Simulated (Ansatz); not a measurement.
# CH₄BNO: basis-set convergence

The task here is to estimate one member of a computed series from the others.

Program: Ansatz 0.2.0, Gaussian basis. Level of theory: one geometry, several basis sets. These are calculated values, not measurements.

The runs, in order: PBE0-D4/def2-SVP; ωB97M-V/def2-SVP; PBE0-D4/def2-QZVPP; ωB97M-V/def2-QZVPP; the functionals' def2-TZVPP values are taken from earlier runs.

1 further run of the same task is left out (it didn't finish).

### The relaxed structure

The geometry comes from an earlier relaxation with PBE0-D4 in a triple-zeta def2 set; it is a stationary point, not always the lowest conformer.

SMILES `NB1CO1`, 8 atoms, charge 0, spin multiplicity 1.

Atoms are counted from 1 here; the program's logs count them from 0.

Bond lengths: N1–B2 1.383 Å, N1–H5 1.005 Å, N1–H6 1.003 Å, B2–C3 1.506 Å, B2–O4 1.348 Å, C3–O4 1.496 Å, C3–H7 1.087 Å, C3–H8 1.087 Å. Angles: B2–N1–H5 122.6°, B2–N1–H6 122.7°, H5–N1–H6 114.7°, N1–B2–C3 158.1°, N1–B2–O4 139.0°, C3–B2–O4 62.9°, B2–C3–O4 53.4°, B2–C3–H7 122.5°, B2–C3–H8 122.5°, O4–C3–H7 112.8°, O4–C3–H8 112.8°, H7–C3–H8 114.1°, B2–O4–C3 63.7°.

Set-up of the first run:

in.yaml

```yaml
crystal:
  periodic: [false, false, false]
  atoms:
    - {symbol: N, position_ang: [-0.876832, 1.188820, -0.296709]}
    - {symbol: B, position_ang: [-0.080203, 0.063028, -0.188359]}
    - {symbol: C, position_ang: [0.789354, -0.975043, 0.471447]}
    - {symbol: O, position_ang: [0.403666, -0.920406, -0.973024]}
    - {symbol: H, position_ang: [-1.286694, 1.480989, -1.167009]}
    - {symbol: H, position_ang: [-1.091139, 1.777931, 0.486307]}
    - {symbol: H, position_ang: [0.378638, -1.841443, 0.983857]}
    - {symbol: H, position_ang: [1.855510, -0.830779, 0.627689]}
basis:
  gaussian: {orbitals: def2-SVP}
hamiltonian: {xc: pbe0, dispersion: d4}
output: {orbitals: {seedname: orbitals}}
```

Started as:

```bash
> ansatz run in.yaml --threads 2 --pin off --events-out ev --progress --plain --max-ram 4352MiB
```

Among the steps run: PBE0-D4 in def2-SVP; ωB97M-V in def2-SVP; PBE0-D4 in def2-QZVPP; ωB97M-V in def2-QZVPP.

One table of the session follows, with a row left open; its other results are not shown here.

It belongs to the step «Density functionals: the series». 

```
functional       basis  HOMO (eV)  LUMO (eV)
   PBE0-D4    def2-SVP      -7.69       1.57
   PBE0-D4  def2-TZVPP      -7.83       0.74
   PBE0-D4  def2-QZVPP      -7.86       0.45
   ωB97M-V    def2-SVP          ?          ?
   ωB97M-V  def2-TZVPP     -10.18       2.02
   ωB97M-V  def2-QZVPP     -10.21       1.56
```

**Question.** Estimate the row for ωB97M-V, def2-SVP.

**Answer.** HOMO (eV): -10.03; LUMO (eV): 3.18. In the column «HOMO (eV)» it lies between ωB97M-V, def2-TZVPP (-10.18) and PBE0-D4, def2-QZVPP (-7.86).
